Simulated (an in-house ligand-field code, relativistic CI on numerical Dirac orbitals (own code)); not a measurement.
# d6 to d9 in a ligand field: terms by electron count

Which terms of d6 to d9 lie lowest for given Racah parameters and ligand field?

Program: an in-house ligand-field code version 1. Level of theory: parametric ligand-field model of a d^n configuration (Racah B and C, spin-orbit zeta, crystal field), exact diagonalisation. These are calculated values, not measurements, unless marked.

### 1 The atom as given

* shell: d6 to d9
* set 1 (cm⁻¹): d6: B = 760, C = 3470, Td, 10Dq = -5500
* set 2 (cm⁻¹): d7: B = 760, C = 3470, Td, 10Dq = -5500
* set 3 (cm⁻¹): d8: B = 760, C = 3470, Td, 10Dq = -5500
* set 4 (cm⁻¹): d9: B = 760, C = 3470, Td, 10Dq = -5500

### 2 Set 1

The run's settings:

```ini
n = 6
racah_B = 760  # cm-1
racah_C = 3470  # cm-1
zeta = 0  # cm-1
symmetry = Td
field = {"10Dq": -5500}  # cm-1
```

Launch:

```bash
$ python run_levels.py task.json out
```

One command runs all members of the session, one after another, from task.json.

### 3 Set 2

The settings differ from step 2 so:

```diff
@@ -1,2 +1,2 @@
-n = 6
+n = 7
 racah_B = 760  # cm-1
```

### 4 Set 3

The settings differ from step 3 so:

```diff
@@ -1,2 +1,2 @@
-n = 7
+n = 8
 racah_B = 760  # cm-1
```

### 5 Set 4

The settings differ from step 4 so:

```diff
@@ -1,2 +1,2 @@
-n = 8
+n = 9
 racah_B = 760  # cm-1
```

(Steps that only read results are left out.)

Q: Predict the outcome of this session. Wanted: lowest terms; sets at their largest spin, of those that allow S over 1.

**Answer**, as computed:

| set | 10Dq/B (size) | lowest | S | electrons in z² and x²-y² | first level of the same spin (cm⁻¹) |
| --- | --- | --- | --- | --- | --- |
| 1: Td, d6 | 7.2 | 5E | 2.00 | 3.00 | 5T2 5500 |
| 2: Td, d7 | 7.2 | 4A2 | 1.50 | 4.00 | 4T2 5500 |
| 3: Td, d8 | 7.2 | 3T1 | 1.00 | 3.90 | 3T2 4722 |
| 4: Td, d9 | 7.2 | 2T2 | 0.50 | 4.00 | 2E 5500 |

| quantity | value |
| --- | --- |
| lowest terms | 1: 5E, 2: 4A2, 3: 3T1, 4: 2T2 |
| sets at their largest spin, of those that allow S over 1 | 1, 2 |

What this shows: 4 of 4 sets have the highest spin that their shell allows. A negative 10Dq stands for a tetrahedral field. B, C and the field are free parameters here, not those of a compound.
